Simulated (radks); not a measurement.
# Ar²⁺ with its nuclear charge varied continuously

What is the energy between the elements? 16 electrons are held in [Ne] 3s2 3p4 while Z is changed in small steps.

Program: radks (a radial shooting solver on a logarithmic mesh, Libxc functionals) version 1. Level of theory: non-relativistic Kohn-Sham, PBE, spin-unpolarised, spherical densities, point nucleus. These are calculated values, not measurements, unless marked.

### 1 The atom as given

* element: argon (Z = 18)
* charge: +2
* electrons: 16
* configuration: [Ne] 3s2 3p4

The outer shells:

Ar²⁺
```
[Ne] core
3s [↑↓]
3p [↑↓][↑ ][↑ ]
```

### 2 Z = 18

Settings of this run:

```text
Z 18
configuration [Ne] 3s2 3p4
relativity non-relativistic
functional pbe,pbe
spin unpolarised
nucleus point
```

### 3 Z = 17

Changes since step 2:

```diff
@@ -1,2 +1,2 @@
-Z 18
+Z 17
 configuration [Ne] 3s2 3p4
```

### 4 Z = 17.5

Changes since step 3:

```diff
@@ -1,2 +1,2 @@
-Z 17
+Z 17.5
 configuration [Ne] 3s2 3p4
```

### 5 Z = 18.5

Changes since step 4:

```diff
@@ -1,2 +1,2 @@
-Z 17.5
+Z 18.5
 configuration [Ne] 3s2 3p4
```

### 6 Z = 19

Changes since step 5:

```diff
@@ -1,2 +1,2 @@
-Z 18.5
+Z 19
 configuration [Ne] 3s2 3p4
```

Before running it: what results should come out? Wanted: for each run, Z; E; E(electron-nucleus)/Z; highest level; its energy; <r>.

As calculated:

| Z | E (hartree) | E(electron-nucleus)/Z (hartree) | highest level | its energy (eV) | <r> (bohr) |
| --- | --- | --- | --- | --- | --- |
| 17 | -459.45213 | -63.8966 | 3p | -19.438 | 1.707 |
| 17.5 | -491.98899 | -66.2502 | 3p | -27.004 | 1.577 |
| 18 | -525.70180 | -68.6005 | 3p | -35.428 | 1.468 |
| 18.5 | -560.58909 | -70.9483 | 3p | -44.688 | 1.376 |
| 19 | -596.64971 | -73.2939 | 3p | -54.771 | 1.295 |

What this shows: At Z = 18 the central difference of E is -68.600 hartree, against -68.601 from the Hellmann-Feynman theorem. The top level goes from -19.438 eV at Z = 17 to -54.771 eV at Z = 19.
